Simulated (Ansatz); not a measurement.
# H₃O+ with Br₂: structure and interaction energy

How do H₃O+ and Br₂ sit together, how strongly do they interact, and which methods get it right?

Program: Ansatz 0.2.0, Gaussian basis. Level of theory: PBE0-D4 structure, single points in def2-TZVPPD. These are calculated values, not measurements.

Levels: PBE-D4, revPBE-D4, BLYP-D4, r2SCAN-D4, B97M-V, PBE0-D4, B3LYP-D4, HSE06-D4, wB97X-V, wB97M-V, B2PLYP, Hartree-Fock, MP2, CCSD, CCSD(T). The reference is CCSD(T) extrapolated to the basis limit. For elements past Ar these valence bases correlate outer-core shells poorly and lack relativity, so that limit is rough.

Cores are frozen in the correlated methods. Filled d shells of the heavier atoms are correlated. B3LYP uses VWN-RPA correlation. B2PLYP carries no dispersion term here.

176 further runs of the same task are left out: 176 set aside as unsound or not needed. Runs told in other sessions of the task aren't counted.

## (1) Where the work starts

The pair, from a GFN2-xTB docking trial: 6 atoms, charge 1, spin multiplicity 1.

Atoms are counted from 1 here; the program's logs count them from 0.

Bond lengths: O1–H2 0.981 Å, O1–H3 0.982 Å, O1–H4 0.981 Å, Br5–Br6 2.281 Å. Angles: H2–O1–H3 109.5°, H2–O1–H4 109.8°, H3–O1–H4 107.1°.

Coordinates:

```xyz
6

O     0.0450   -0.0907   -1.5850
H    -0.8664   -0.4527   -1.6113
H     0.6156   -0.6779   -1.0429
H     0.0410    0.7884   -1.1501
Br    0.1953    0.3819    3.8176
Br   -0.0305    0.0510    1.5718
```

Atoms 1 to 4 are fragment A (H₃O+), the rest fragment B (Br₂).

## (2) A first relaxation in a small basis

Contents of pre/in.yaml:

```yaml
crystal:
  periodic: [false, false, false]
  atoms:
    - {symbol: O, position_ang: [0.045000, -0.090700, -1.585000]}
    - {symbol: H, position_ang: [-0.866400, -0.452700, -1.611300]}
    - {symbol: H, position_ang: [0.615600, -0.677900, -1.042900]}
    - {symbol: H, position_ang: [0.041000, 0.788400, -1.150100]}
    - {symbol: Br, position_ang: [0.195300, 0.381900, 3.817600]}
    - {symbol: Br, position_ang: [-0.030500, 0.051000, 1.571800]}
basis:
  gaussian: {orbitals: def2-SVP}
total_charge: 1
hamiltonian: {xc: pbe, dispersion: d4}
relax: {f_tol: 0.03, max_steps: 250}
```

Started as:

```sh
$ ansatz run in.yaml --threads 4 --pin off --events-out ev --progress --plain --max-ram 9574MiB
```

The runs that follow: Relaxation at PBE0-D4; PBE-D4/def2-TZVPPD; r2SCAN-D4/def2-TZVPPD; PBE0-D4/def2-TZVPPD; B3LYP-D4/def2-TZVPPD; wB97X-V/def2-TZVPPD; wB97M-V/def2-TZVPPD; B2PLYP/def2-TZVPPD; BLYP-D4/def2-TZVPPD; revPBE-D4/def2-TZVPPD; B97M-V/def2-TZVPPD; HSE06-D4/def2-TZVPPD; CCSD(T)/def2-TZVPPD; MP2/def2-QZVPPD; Hartree-Fock/STO-3G; PBE-D4/STO-3G; B3LYP-D4/6-31G; SPW92/def2-SVP; PBE-D4/def2-SVP; PBE0-D4/def2-SVP; wB97M-V/def2-SVP; CCSD(T)/def2-SVP; Vibrations of the pair.

Before running it: what results should come out? Wanted: interaction energy, CCSD(T)/CBS; of it Hartree-Fock; D4 term of PBE0-D4; shortest contact; lowest wavenumber.

As calculated:

| quantity | value |
| --- | --- |
| interaction energy, CCSD(T)/CBS | -71.00 kJ/mol |
| of it Hartree-Fock (basis limit) | -48.27 kJ/mol |
| D4 term of PBE0-D4 | -3.74 kJ/mol |
| shortest contact | H4–Br6 1.98 Å |
| lowest wavenumber | 57 cm⁻¹ |

What this shows: The pair is bound by 71.00 kJ/mol at fixed fragment shapes. Hartree-Fock gives 68 % of it, so electrostatics and correlation both count. B2PLYP is the best functional here (+0.37 kJ/mol from CCSD(T)/CBS); PBE-D4 is the worst (-15.61 kJ/mol). Mean unsigned error by rung: GGA 13.73, meta-GGA 6.41, hybrid 8.65, screened hybrid 9.40, range-separated hybrid 1.00, double hybrid 0.37 kJ/mol. The double hybrids carry no dispersion term here, unlike the levels marked D4 or V. PBE-D4 gives an interaction energy 15.61 kJ/mol too low, an error of 22 % of the reference. CCSD(T) moves by -3.84 kJ/mol from triple zeta to the limit; gaps between functionals far smaller than that don't rank them. A lower arrangement may exist.
